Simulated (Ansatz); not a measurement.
The system is Ga3Se.

```
Se Ga
1.0
     4.43246    0.00000    0.00000
     0.00000    4.43246    0.00000
     0.00000    0.00000    4.43246
Se Ga
1 3
Cartesian
  0.0000 0.0000 0.0000
  2.2162 2.2162 0.0000
  2.2162 0.0000 2.2162
  0.0000 2.2162 2.2162
```

The cell comes from a database or a generator and needn't be the stable form of this composition.

Base run:

```yaml
Program: Ansatz 0.2.0
Functional: PBE
Potentials_or_basis: Ansatz PAW
Cutoff: 420 eV
Density_cutoff: 1680 eV
k_mesh: 6 × 6 × 6
Occupations: fermi-dirac, width 0.05 eV
Spin: no spin polarisation
```

Its results: band gap on the k mesh none (metal or under the smearing width); pressure -0.6 GPa.

Q: The run is repeated on the same cell with these changes: functional from PBE to LDA. What comes out?

A: Band gap on the k mesh none (metal or under the smearing width); pressure -4.9 GPa.

LDA binds more tightly than PBE, so the same cell stands under less pressure.

Caveats: the PAW data sets come from PBE, with cores solved anew for the run's functional, which leaves a small shift of forces and pressure (some runs).

Not every run made on this cell is shown here.
